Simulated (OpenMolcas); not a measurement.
# Ru⁵⁺ among point charges: CASSCF and CASPT2 levels and susceptibility, part 2 of 2

Aim: the splitting of the states of Ru⁵⁺ in the field of 5 point charges, its lowest levels with spin-orbit coupling and its magnetic susceptibility.

OpenMolcas 26.06; ANO-RCC-VDZP, DKH2, active space 3 electrons in 5 orbitals (4d), orbitals: per spin and parity. Surroundings: 5 point charges of -1.6 e arranged as a square pyramid (C4v), 2.07 Å from the ion, with the axial distance 2.463 Å. The steps go on from the part before.

## (6) CASPT2: IPEA 0.25, imaginary shift 0.1 (closed shells correlated: 4s 4p)

Input file a.inp:

```
>>> COPY JOB001 $Project.JobIph
&CASPT2
Multistate=10 1 2 3 4 5 6 7 8 9 10
NoMult
Frozen=14
IPEA=0.25
Imaginary=0.1
MaxIter=60
WThr=0.0 0.3 0.05
PrWF=0.5
NoMix
>>> COPY JOB002 $Project.JobIph
&CASPT2
Multistate=40 1 2 3 4 5 6 7 8 9 10 11 12 13 14 15 16 17 18 19 20 21 22
23 24 25 26 27 28 29 30 31 32 33 34 35 36 37 38 39 40
NoMult
Frozen=14
IPEA=0.25
Imaginary=0.1
MaxIter=60
WThr=0.0 0.3 0.05
PrWF=0.5
NoMix
```

Started as:

```console
OMP_NUM_THREADS=1 MOLCAS_MEM=1689 MOLCAS_PROJECT=a pymolcas a.inp > a.log
```

The log of the run:

```text
Orbital specifications:
      -----------------------

      Symmetry species                           1
                                                 a
      Frozen orbitals                           14
      Inactive orbitals                          4
      Active orbitals                            5
      Secondary orbitals                        20
      Deleted orbitals                           0
      Number of basis functions                 43
Type of calculation                        SS-CASPT2
      Fock operator                              state-specific
      IPEA shift                                 0.25
      Real shift                                 0.00
      Imaginary shift                            0.10
      The input orbitals will be transformed to quasi-canonical
Reference energy:       -4531.6662697509
      E2 (Non-variational):      -0.1946127330
      Shift correction:          -0.0000775018
      E2 (Variational):          -0.1946902348
      Total energy:           -4531.8609599857
      Residual norm:              0.0000007081
      Reference weight:           0.96357
      Contributions to the CASPT2 correlation energy
      Active & Virtual Only:         -0.0126192943
      One Inactive Excited:          -0.0896449458
      Two Inactive Excited:          -0.0923484929
Reference energy:       -4531.6630678136
      E2 (Non-variational):      -0.1962720406
      Shift correction:          -0.0000801892
      E2 (Variational):          -0.1963522298
      Total energy:           -4531.8594200434
      Residual norm:              0.0000000339
      Reference weight:           0.96289
      Contributions to the CASPT2 correlation energy
      Active & Virtual Only:         -0.0131908908
      One Inactive Excited:          -0.0902778622
      Two Inactive Excited:          -0.0928032875
::    CASPT2 Root  1     Total energy:  -4531.86095999
::    CASPT2 Root  2     Total energy:  -4531.85942004
::    CASPT2 Root  3     Total energy:  -4531.85942004
::    CASPT2 Root  4     Total energy:  -4531.85555609
::    CASPT2 Root  5     Total energy:  -4531.84169998
::    CASPT2 Root  6     Total energy:  -4531.83991743
::    CASPT2 Root  7     Total energy:  -4531.83991744
::    CASPT2 Root  8     Total energy:  -4531.79671385
::    CASPT2 Root  9     Total energy:  -4531.76941314
::    CASPT2 Root 10     Total energy:  -4531.76941313
Orbital specifications:
      -----------------------

      Symmetry species                           1
                                                 a
      Frozen orbitals                           14
      Inactive orbitals                          4
      Active orbitals                            5
      Secondary orbitals                        20
      Deleted orbitals                           0
      Number of basis functions                 43
Type of calculation                        SS-CASPT2
      Fock operator                              state-specific
      IPEA shift                                 0.25
      Real shift                                 0.00
      Imaginary shift                            0.10
      The input orbitals will be transformed to quasi-canonical
Reference energy:       -4531.5917265248
      E2 (Non-variational):      -0.2037189976
      Shift correction:          -0.0000918224
      E2 (Variational):          -0.2038108200
      Total energy:           -4531.7955373447
      Residual norm:              0.0000007315
      Reference weight:           0.96059
      Contributions to the CASPT2 correlation energy
      Active & Virtual Only:         -0.0153077844
      One Inactive Excited:          -0.0938661416
      Two Inactive Excited:          -0.0945450715
Reference energy:       -4531.5914961776
      E2 (Non-variational):      -0.2028045883
      Shift correction:          -0.0000868552
      E2 (Variational):          -0.2028914436
      Total energy:           -4531.7943876211
      Residual norm:              0.0000006530
      Reference weight:           0.96119
      Contributions to the CASPT2 correlation energy
      Active & Virtual Only:         -0.0155705334
      One Inactive Excited:          -0.0921164204
      Two Inactive Excited:          -0.0951176345
::    CASPT2 Root  1     Total energy:  -4531.79553734
::    CASPT2 Root  2     Total energy:  -4531.79438762
::    CASPT2 Root  3     Total energy:  -4531.79438762
::    CASPT2 Root  4     Total energy:  -4531.78772279
::    CASPT2 Root  5     Total energy:  -4531.78863014
::    CASPT2 Root  6     Total energy:  -4531.78634936
::    CASPT2 Root  7     Total energy:  -4531.78634936
::    CASPT2 Root  8     Total energy:  -4531.78593485
::    CASPT2 Root  9     Total energy:  -4531.78134469
::    CASPT2 Root 10     Total energy:  -4531.78376904
::    CASPT2 Root 11     Total energy:  -4531.78102098
::    CASPT2 Root 12     Total energy:  -4531.78104350
::    CASPT2 Root 13     Total energy:  -4531.78104350
::    CASPT2 Root 14     Total energy:  -4531.77852716
::    CASPT2 Root 15     Total energy:  -4531.77543816
::    CASPT2 Root 16     Total energy:  -4531.77543815
::    CASPT2 Root 17     Total energy:  -4531.76163464
::    CASPT2 Root 18     Total energy:  -4531.75837744
::    CASPT2 Root 19     Total energy:  -4531.75311743
::    CASPT2 Root 20     Total energy:  -4531.75311744
::    CASPT2 Root 21     Total energy:  -4531.75707667
::    CASPT2 Root 22     Total energy:  -4531.74880882
::    CASPT2 Root 23     Total energy:  -4531.74668771
::    CASPT2 Root 24     Total energy:  -4531.74668770
::    CASPT2 Root 25     Total energy:  -4531.73130242
::    CASPT2 Root 26     Total energy:  -4531.72275548
::    CASPT2 Root 27     Total energy:  -4531.72275548
::    CASPT2 Root 28     Total energy:  -4531.72297728
::    CASPT2 Root 29     Total energy:  -4531.70456753
::    CASPT2 Root 30     Total energy:  -4531.69735877
```

This run took 5.1 s in all on 1 thread of Intel Xeon Platinum 8375C at 2.90GHz (Ice Lake), shared host.

SS-CASPT2: lowest energy less the reference's lowest, -0.1947 hartree; reference weights 0.956 to 0.964.

States without spin-orbit coupling:

```csv
state,degeneracy,E (cm-1),free-ion L (%)
quartet,1,0,F (100)
quartet,2,338,F (98)
quartet,1,1186,F (70)
quartet,1,4227,F (100)
quartet,2,4618,F (97)
quartet,1,14100,P (70)
doublet,1,14359,G (89)
doublet,2,14611,G (73)
doublet,1,15875,G (84)
doublet,1,16074,H (80)
doublet,2,16375,H (60)
doublet,1,16466,G (73)
doublet,1,16941,H (43)
doublet,1,17474,G (60)
doublet,2,17540,G (63)
doublet,1,17545,G (89)
doublet,1,18092,H (46)
doublet,2,18770,P (62)
quartet,2,20092,P (95)
doublet,1,21799,D (60)
doublet,1,22514,D (55)
doublet,1,22800,P (84)
doublet,2,23669,H (74)
doublet,1,24614,H (52)
```

With spin-orbit coupling:

```csv
E (cm-1),Degeneracy,2S+1,g
0,2,4,0.65 1.62 1.62
1020,2,4,0.60 0.60 2.55
1480,2,4,1.25 3.25 3.25
2440,2,4,1.50 3.23 3.23
3160,2,4,0.57 0.57 4.29
3440,2,4,1.49 5.06 5.06
3700,2,4,2.80 3.22 3.22
4410,2,4,2.40 2.40 3.46
5480,2,4,2.45 2.53 2.53
6400,2,4,1.36 1.36 4.86
7460,2,4,1.16 1.16 7.51
7470,2,4,2.14 4.32 4.32
8080,2,4,1.75 1.75 4.26
8490,2,4,2.28 5.79 5.79
15570,2,4,0.17 0.17 4.87
15650,2,2,1.65 1.86 1.86
16090,2,2,1.22 1.22 3.82
16190,2,2,0.24 0.24 0.94
16710,2,2,0.91 3.14 3.14
17280,2,2,0.35 3.68 3.68
18300,2,2,0.12 0.12 4.39
18370,2,2,2.22 2.83 2.83
18520,2,2,1.48 1.48 1.88
19660,2,2,0.34 3.40 3.40
```

Powder χT (cm³ K/mol): 0.18 at 2 K, 0.18 at 5 K, 0.18 at 10 K, 0.18 at 20 K, 0.19 at 50 K, 0.20 at 100 K, 0.21 at 150 K, 0.22 at 200 K, 0.23 at 250 K, 0.24 at 300 K.

## (7) The methods side by side

A. CASSCF
B. SS-CASPT2, IPEA 0.25, imaginary shift 0.1 (closed shells correlated: 4s 4p)

```csv
method,ground state,first state of that spin (cm-1),first gap with spin-orbit (cm-1),χT at 300 K
A,quartet,quartet 702.7,936.0,0.26
B,quartet,quartet 338,1015.5,0.24
```

## (8) What came out

What follows sums up all 2 parts.

```
                                            quantity                                                                        value
                                              method  SS-CASPT2, IPEA 0.25, imaginary shift 0.1 (closed shells correlated: 4s 4p)
                              spin-free ground state                                          quartet, 1-fold in its orbital part
first state of the same spin within the active space                                                          quartet at 338 cm⁻¹
                                        lowest level                                                 2-fold, g = 0.65, 1.62, 1.62
                                          next level                                                                  1015.5 cm⁻¹
                                         χT at 300 K                                                               0.24 cm³ K/mol
                           effective moment at 300 K                                                                      1.38 μB
```

Cost by method:

```csv
method,time of its own steps,time with the reference
A. CASSCF,14 s,14 s
"B. SS-CASPT2, IPEA 0.25, imaginary shift 0.1, +4s 4p",5.1 s,19 s
```

Times are of one thread on a shared host.

In words: The spin-free ground state (quartet) comes to 100 % from free-ion F terms and keeps the highest spin of the shell. χT at 300 K is 0.24, against 1.88 cm³ K/mol for the spin alone, so spin-orbit coupling lowers it. The field of point charges can differ much from that of real complexes. Point charges carry no covalency, so the field is a model and not that of real ligands.
